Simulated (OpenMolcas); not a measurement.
**Tb³⁺ among point charges: CASSCF levels and susceptibility**

Aim: the splitting of the states of Tb³⁺ in the field of 12 point charges, its lowest levels with spin-orbit coupling and its magnetic susceptibility.

Method: state-averaged CASSCF, spin-orbit coupling by RASSI with atomic mean-field integrals. Code: OpenMolcas 26.06.

## 1. The atom as given

| Item | Value |
| --- | --- |
| Species | Tb³⁺ (terbium, Z = 65, 62 electrons) |
| Basis | ANO-RCC-VDZP [7s6p4d2f1g], 68 functions |
| Scalar Hamiltonian | DKH2, point nucleus |
| Inactive shells | 1s 2s 2p 3s 3p 3d 4s 4p 4d 5s 5p |
| Active space | 8 electrons in 7 orbitals (4f) |
| Some configurations of this space | 4f⁸ |
| Orbitals | optimised for the highest spin of each parity, averaged over all roots |

The outer shells:

4f8
```
4f [↑↓][↑ ][↑ ][↑ ][↑ ][↑ ][↑ ]
```

The ion sits among 12 point charges of -1 e arranged as a cuboctahedron (Oh), 2.86 Å from the ion.

Each step is its own input file, run in one work folder so that later steps find the files of earlier ones. Labels, J, g values, rates, χT and fits are worked out afterwards by a script from the matrices that RASSI stores. The input lists half of the charges; inversion (Group=XYZ) makes the rest.

## 2. Basis and integrals

a.inp

```
&GATEWAY
Coord
1

Tb 0.0 0.0 0.0
Basis=ANO-RCC-VDZP
Group=XYZ
NoMove
AngMom=0.0 0.0 0.0
AMFI
XField
6 Angstrom 0
2.022325 2.022325 0.000000 -1.000000
2.022325 -2.022325 0.000000 -1.000000
0.000000 2.022325 2.022325 -1.000000
0.000000 2.022325 -2.022325 -1.000000
2.022325 0.000000 2.022325 -1.000000
2.022325 0.000000 -2.022325 -1.000000
&SEWARD
```

Command:

```
$ OMP_NUM_THREADS=1 MOLCAS_MEM=2252 MOLCAS_PROJECT=a pymolcas a.inp > a.log
```

## 3. Reference wave functions, septets of even parity, 7 roots

a.inp

```
&RASSCF
FileOrb=start.orb
Symmetry=1
Spin=7
nActEl=8 0 0
Inactive=15 12
Ras2=0 7
CIRoot=7 7 1
SDav=7
CIMx=300
Iter=120 100
PrWF=0.3
OrbListing=Nothing
MaxOrb=0
>>> COPY $Project.JobIph JOB001
```

start.orb holds the contracted functions of the basis, ordered by shell, or the orbitals of the step before.

## 4. Reference wave functions, quintets of even parity, 140 roots

a.inp

```
&RASSCF
FileOrb=start.orb
Symmetry=1
Spin=5
nActEl=8 0 0
Inactive=15 12
Ras2=0 7
CIRoot=140 140 1
SDav=140
CIMx=300
Iter=120 100
PrWF=0.3
OrbListing=Nothing
MaxOrb=0
CIOnly
>>> COPY $Project.JobIph JOB002
```

## 5. CASSCF: triplets of even parity, 162 roots

a.inp

```
&RASSCF
FileOrb=start.orb
Symmetry=1
Spin=3
nActEl=8 0 0
Inactive=15 12
Ras2=0 7
CIRoot=162 162 1
SDav=588
CIMx=300
Iter=120 100
PrWF=0.3
OrbListing=Nothing
MaxOrb=0
CIOnly
>>> COPY $Project.JobIph JOB003
```

## 6. RASSI: spin-orbit coupling between the states

a.inp

```
&RASSI
NrOfJobIphs=2 7 62
1 2 3 4 5 6 7
1 2 3 4 5 6 7 8 9 10 11 12 13 14 15 16 17 18 19 20 21 22 23 24 25 26 27
28 29 30 31 32 33 34 35 36 37 38 39 40 41 42 43 44 45 46 47 48 49 50 51
52 53 54 55 56 57 58 59 60 61 62
IphNames
JOB001
JOB002
EJob
SpinOrbit
DIPRint=1.0
SOCoupling=1000.0
Subsets=2
Property=9
'ANGMOM' 1 'ANGMOM' 2 'ANGMOM' 3 'MLTPL  1' 1 'MLTPL  1' 2 'MLTPL  1' 3
'AMFI' 1 'AMFI' 2 'AMFI' 3
SOProperty=3
'ANGMOM' 1 'ANGMOM' 2 'ANGMOM' 3
```

Before running it: what results should come out? Wanted: spin-free ground state; first state of the same spin within the active space; lowest level; next level.

As calculated:

| quantity | value |
| --- | --- |
| method | CASSCF |
| spin-free ground state | 7T1, 3-fold in its orbital part |
| first state of the same spin within the active space | 7T2 at 69.9 cm⁻¹ |
| lowest level | 2-fold E, g = 0.00, 0.00, 0.00 |
| next level | 2.5 cm⁻¹ |
| χT at 300 K | 11.79 cm³ K/mol |
| effective moment at 300 K | 9.71 μB |

The spin-free ground state (7T1) comes to 100 % from free-ion F terms and keeps the highest spin of the shell. The quintets, triplets rest on orbitals optimised for another spin in at least one step, which raises them against the optimised states. Not all states of the active space went into the spin-orbit step. High states of lower spin are left out of the spin-orbit mixing, and CASSCF puts spin-flip levels too high. Point charges carry no covalency, so the field is a model and not that of real ligands.
